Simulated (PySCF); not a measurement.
# [Dy(H2O)2]2+: other functionals and bases at one geometry

One table from this session's results is given with a row withheld; the runs are named, their logs left out.

Program: PySCF 2.14.0. Level of theory: several levels, as the steps say, no spin–orbit coupling. These are calculated values, not measurements.

3 further runs of the same task are left out: 2 for a known fault of the program, 1 that didn't finish. Runs told in other sessions of the task aren't counted.

### Starting geometry

7 atoms, charge 2, spin multiplicity 1.

Bond lengths: Dy1–O2 2.439 Å, Dy1–O5 2.439 Å, O2–H3 0.986 Å, O2–H4 0.986 Å, O5–H6 0.986 Å, O5–H7 0.986 Å. Angles: O2–Dy1–O5 180.0°, Dy1–O2–H3 128.5°, Dy1–O2–H4 128.5°, H3–O2–H4 103.0°, Dy1–O5–H6 128.5°, Dy1–O5–H7 128.5°, H6–O5–H7 103.0°.

Geometry (Å):

```tsv
atom	x (Å)	y (Å)	z (Å)
Dy1	0.0000	0.0000	0.0000
O2	0.0000	0.0000	2.4395
H3	0.5456	0.5456	3.0538
H4	-0.5456	-0.5456	3.0538
O5	0.0000	0.0000	-2.4395
H6	0.5456	-0.5456	-3.0538
H7	-0.5456	0.5456	-3.0538
```

Formal oxidation states: Dy +2. Each metal's 10 4f electrons lie in its core potential, so multiplicities, spins and levels count the valence alone. An earlier session relaxed this geometry at BP86, Dy lcecp-0-SVP with ECP56, O def2-SVP, H def2-SVP (singlet, point group D2d).

At BP86 on the finer grid: E = -183.212005 Eh, frontier levels not given, since the 4f levels lie in the core, Mulliken charge on Dy1 +1.52 e, largest force component 0.004 eV/Å. 

Levels to run: BLYP; TPSS; B3LYP; PBE0; BP86, TZVP. Hardware: 2 threads of Arm Neoverse V1, shared host.

The first run:

run.py (the lines that set the calculation) reads:

```python
mol = gto.M(atom='''
Dy     0.00000     0.00000     0.00000
O      0.00000     0.00000     2.43950
H      0.54564     0.54564     3.05380
H     -0.54564    -0.54564     3.05380
O      0.00000     0.00000    -2.43950
H      0.54564    -0.54564    -3.05380
H     -0.54564     0.54564    -3.05380''',
    basis={'Dy': 'lcecp-0-SVP', 'O': 'def2-SVP', 'H': 'def2-SVP'},
    ecp={'Dy': 'lcecp-0-SVP'},
    charge=2, spin=0)
mf = dft.RKS(mol, xc='BLYP')
mf.grids.atom_grid = (75, 302)  # f atoms: unpruned, at least (60, 302)
mf = mf.density_fit()  # fitting sets: Dy AutoAux, O def2-universal-JKFIT, H def2-universal-JKFIT
mf.conv_tol = 1e-08; mf.max_cycle = 55
mf.kernel(dm0)  # dm0: the density of the relaxed state
```

On the command line:

```bash
OMP_NUM_THREADS=2 python run.py
```

Steps of the session up to this table: BLYP; TPSS; B3LYP; PBE0; BP86, TZVP.

One of the session's tables, all rows but one given; the rest of the session is left out.

| level | charge on Dy1 (e) | largest force component (eV/Å) |
| --- | --- | --- |
| BP86 (relaxed here) | 1.52 | 0.00 |
| BLYP | 1.49 | 0.04 |
| TPSS | 1.53 | 0.14 |
| B3LYP | 1.55 | 0.52 |
| PBE0 | ? | ? |
| BP86, TZVP | 1.76 | 0.39 |

**Question.** Estimate the row for PBE0.

As computed: charge on Dy1 (e): 1.57; largest force component (eV/Å): 0.66. In the column «charge on Dy1 (e)» it lies between B3LYP (1.55) and BP86, TZVP (1.76).

The largest leftover force, 0.66 eV/Å with PBE0, stands at a geometry relaxed at another level. With 4f in the core, its levels are missing from HOMO and gap, and its count is fixed, so no charge can pass from the ligands into it. Total energies of different levels can't be compared.
